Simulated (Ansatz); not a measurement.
# Zr2NbTe4: the cost of one run

Method: DFT PBE, scalar-relativistic, plane waves, PAW, unless a step names another level, in Ansatz 0.2.0.

7 further runs of the same task are left out: 2 that didn't finish, 5 set aside as unsound or not needed. Runs told in other sessions of the task aren't counted.

## 1. The formula and the candidates

Pauling electronegativities: Zr 1.33, Nb 1.60, Te 2.10 (spread 0.77). The formula balances with common oxidation states: Nb +4, Zr +2, Te -2, a formal count that means little at so small a spread. Tabulated atomic sizes suggest about 26 Å³/atom. 25 candidates were drawn, by swapping species into database cells of other compounds, at random by space group and Wyckoff sites, or by hand, as the table says:

| name | made from | space group no. | Wyckoff sites | atoms (primitive cell) | V (Å³/atom) |
| --- | --- | --- | --- | --- | --- |
| c01 | random | 123 | Zr 2f; Nb 1c; Te 2e, 1a, 1d | 7 | 32.2 |
| c02 | random | 183 | Zr 1a, 1a; Nb 1a; Te 1a, 3c | 7 | 29.2 |
| c03 | random | 216 | Zr 4c, 4b; Nb 4a; Te 16e | 7 | 33.0 |
| c04 | random | 139 | Zr 4c; Nb 2b; Te 8j | 7 | 27.7 |
| c05 | random | 183 | Zr 2b; Nb 1a; Te 3c, 1a | 7 | 32.8 |
| c06 | built by hand: GeBi2Te4 septuple layers | 166 | Zr 6c; Nb 3a; Te 6c, 6c | 7 | 25.6 |
| c07 | random | 166 | Zr 6c; Nb 3a; Te 9e, 3b | 7 | 29.7 |
| c08 | database cell of ZnIn2Se4 | 121 | Zr 4d; Nb 2b; Te 8i | 7 | 29.0 |
| c09 | database cell of Cu2WS4 | 111 | Zr 2e; Nb 1a; Te 4n | 7 | 31.5 |
| c10 | built by hand: Cr3S4, ordered Zr2NbTe4 | 12 | Zr 4i; Nb 2a; Te 4i, 4i | 7 | 25.6 |
| c11 | built by hand: Layer-ordered defect NiAs | 164 | Zr 2c; Nb 1a; Te 2d, 2d | 7 | 25.6 |
| c12 | random | 191 | Zr 2c; Nb 1a; Te 2d, 2e | 7 | 29.2 |
| c13 | database cell of Cu2WSe4 | 121 | Zr 4c; Nb 2a; Te 8i | 7 | 29.9 |
| c14 | built by hand: Nb3Te4, metal-ordered monoclinic variant | 11 | Zr 2e, 2e; Nb 2e; Te 2e, 2e, 2e, 2e | 14 | 25.6 |
| c15 | database cell of Na2H4Pt | 139 | Zr 4d; Nb 2a; Te 8h | 7 | 28.8 |
| c16 | random | 191 | Zr 2d; Nb 1b; Te 3g, 1a | 7 | 29.8 |
| c17 | random | 123 | Zr 1a, 1c; Nb 1b; Te 4n | 7 | 30.9 |
| c18 | random | 216 | Zr 4d, 4a; Nb 4b; Te 16e | 7 | 27.5 |
| c19 | random | 166 | Zr 6c; Nb 3b; Te 9e, 3a | 7 | 26.8 |
| c20 | random | 216 | Zr 4d, 4a; Nb 4c; Te 16e | 7 | 33.1 |
| c21 | built by hand: Normal spinel | 227 | Zr 16d; Nb 8a; Te 32e | 14 | 25.6 |
| c22 | random | 191 | Zr 2e; Nb 1a; Te 1b, 3f | 7 | 31.4 |
| c23 | database cell of Ga2NiS4 | 164 | Zr 2d; Nb 1b; Te 2d, 2d | 7 | 27.4 |
| c24 | random | 123 | Zr 2g; Nb 1c; Te 2e, 2h | 7 | 28.8 |
| c25 | database cell of Ho2NiSb4 | 115 | Zr 2g; Nb 1b; Te 1c, 1d, 2g | 7 | 25.7 |

## 2. Screening run of c14

Input file input.yaml:

```yaml
crystal:
  lattice:
    - [10.5, 0.0, 0.0]
    - [0.0, 3.75, 0.0]
    - [-5.25, 0.0, 9.09326674]
  atoms:
    - { symbol: Zr, position: [0.489, 0.75, 0.384] }
    - { symbol: Zr, position: [0.511, 0.25, 0.616] }
    - { symbol: Zr, position: [0.384, 0.25, 0.895] }
    - { symbol: Zr, position: [0.616, 0.75, 0.105] }
    - { symbol: Nb, position: [0.105, 0.25, 0.489] }
    - { symbol: Nb, position: [0.895, 0.75, 0.511] }
    - { symbol: Te, position: [0.725, 0.75, 0.664] }
    - { symbol: Te, position: [0.275, 0.25, 0.336] }
    - { symbol: Te, position: [0.061, 0.25, 0.725] }
    - { symbol: Te, position: [0.939, 0.75, 0.275] }
    - { symbol: Te, position: [0.664, 0.25, 0.939] }
    - { symbol: Te, position: [0.336, 0.75, 0.061] }
    - { symbol: Te, position: [0.667, 0.25, 0.333] }
    - { symbol: Te, position: [0.333, 0.75, 0.667] }
basis:
  ecutwfc: 420
kpoints:
  mp_grid: { grid: [2, 4, 2] }
hamiltonian:
  xc: pbe
scf:
  occupations: { method: gaussian, width: 0.2 }
  lower_state_search: "off"
output:
  forces: true
  stress: true
  eigenvalues: true
relax:
  adjacent_minimum: "off"
  f_tol: 0.08
  max_steps: 16
  cell: { stress_tol: 0.8 }
```

Started as:

```bash
$ ansatz run input.yaml --threads 1 --pin off --max-ram 2560MiB --backend cpu --events-out ev --progress --plain --runs-dir out
```

What time and memory should one allow on 1 thread of AMD EPYC 7R43 (Zen 3), shared host?

About 4.5 min, with a peak of 0.97 GiB.
